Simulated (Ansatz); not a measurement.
# C4H3F5: up Jacob's ladder to CCSD(T)

An exercise on one series of results from a longer session: the logs are not shown, and one member is left open.

Program: Ansatz 0.2.0, Gaussian basis. Level of theory: functionals in def2-TZVPP, the program's frozen cores in correlated methods. These are calculated values, not measurements.

The runs, in order: LDA (SPW92), PBE-D4, revPBE-D4, BLYP-D4, r2SCAN-D4, B97M-V, PBE0-D4, B3LYP-D4, r2SCANh-D4, r2SCAN0-D4, HSE06-D4, BHLYP-D4, CAM-B3LYP-D4, LC-ωPBE, ωB97X-V, ωB97M-V, B2PLYP, PBE-QIDH; CCSD(T)/def2-SVP; CCSD(T)/def2-TZVPP; MP2/def2-QZVPP; extrapolation to the limit; RPA on PBE.

## Structure used throughout

An earlier PBE0-D4 in a triple-zeta def2 set relaxation fixed the geometry.

SMILES `C/C(F)=C(\F)C(F)(F)F`, 12 atoms, charge 0, spin multiplicity 1.

Atoms are counted from 1 here; the program's logs count them from 0.

Bond lengths: C1–C2 1.476 Å, C1–H10 1.093 Å, C1–H11 1.093 Å, C1–H12 1.088 Å, C2–F3 1.332 Å, C2–C4 1.329 Å, C4–F5 1.339 Å, C4–C6 1.498 Å, C6–F7 1.339 Å, C6–F8 1.339 Å, C6–F9 1.326 Å. Angles: C2–C1–H10 109.7°, C2–C1–H11 109.7°, C2–C1–H12 111.0°, H10–C1–H11 107.8°, H10–C1–H12 109.2°, H11–C1–H12 109.2°, C1–C2–F3 114.0°, C1–C2–C4 125.9°, F3–C2–C4 120.1°, C2–C4–F5 119.3°, C2–C4–C6 129.5°, F5–C4–C6 111.2°, C4–C6–F7 110.4°, C4–C6–F8 110.4°, C4–C6–F9 112.6°, F7–C6–F8 106.9°, F7–C6–F9 108.1°, F8–C6–F9 108.1°.

Set-up of the first run:

in.yaml reads:

```yaml
crystal:
  periodic: [false, false, false]
  atoms:
    - {symbol: C, position_ang: [-1.577530, -0.283832, -1.156795]}
    - {symbol: C, position_ang: [-0.478354, -0.492991, -0.193461]}
    - {symbol: F, position_ang: [-0.437512, -1.719663, 0.323743]}
    - {symbol: C, position_ang: [0.421775, 0.414132, 0.170104]}
    - {symbol: F, position_ang: [0.364993, 1.642680, -0.359707]}
    - {symbol: C, position_ang: [1.562777, 0.292068, 1.133461]}
    - {symbol: F, position_ang: [1.434591, 1.182293, 2.125011]}
    - {symbol: F, position_ang: [2.722535, 0.557066, 0.519745]}
    - {symbol: F, position_ang: [1.648378, -0.916666, 1.673001]}
    - {symbol: H, position_ang: [-2.537151, -0.471320, -0.667948]}
    - {symbol: H, position_ang: [-1.481020, -0.990114, -1.985558]}
    - {symbol: H, position_ang: [-1.566484, 0.731150, -1.547596]}
basis:
  gaussian: {orbitals: def2-TZVPP}
hamiltonian: {xc: lda}
output: {orbitals: {seedname: orbitals}}
```

On the command line:

```bash
$ ansatz run in.yaml --threads 2 --pin off --events-out ev --progress --plain --max-ram 32768MiB --backend cuda --devices 0, --max-vram 18GiB
```

Steps of the session up to this table: LDA; PBE-D4 (GGA); revPBE-D4 (GGA); BLYP-D4 (GGA); r2SCAN-D4 (meta-GGA); B97M-V (meta-GGA); PBE0-D4 (hybrid); B3LYP-D4 (hybrid); r2SCANh-D4 (hybrid); r2SCAN0-D4 (hybrid); HSE06-D4 (hybrid); BHLYP-D4 (hybrid); CAM-B3LYP-D4 (range-separated); LC-ωPBE (range-separated); ωB97X-V (range-separated); ωB97M-V (range-separated); B2PLYP (double hybrid); PBE-QIDH (double hybrid).

One of the session's tables, all rows but one given; the rest of the session is left out.

```
  functional  HOMO (eV)  gap (eV)
 LDA (SPW92)      -6.71      5.06
      PBE-D4      -6.48      5.12
   revPBE-D4      -6.40      5.14
     BLYP-D4      -6.40      5.12
   r2SCAN-D4      -6.76      5.58
      B97M-V      -6.84      5.74
     PBE0-D4      -7.87      7.47
    B3LYP-D4      -7.68      7.00
  r2SCANh-D4      -7.27      6.45
  r2SCAN0-D4      -8.05      7.76
    HSE06-D4      -7.46      6.68
    BHLYP-D4          ?         ?
CAM-B3LYP-D4      -9.30     10.01
     LC-ωPBE     -10.60     12.52
     ωB97X-V     -10.22     12.11
     ωB97M-V     -10.13     11.93
```

Estimate the missing values for BHLYP-D4.

Worked estimate for «HOMO (eV)». Against the share of exact exchange, BLYP-D4 (0, -6.40), B3LYP-D4 (0.2, -7.68) give a slope of -6.40 per unit share; at 0.5 the line stands at -9.60.

The run gave: HOMO (eV): -9.16; gap (eV): 9.84. In «HOMO (eV)» the line misses by -0.44.
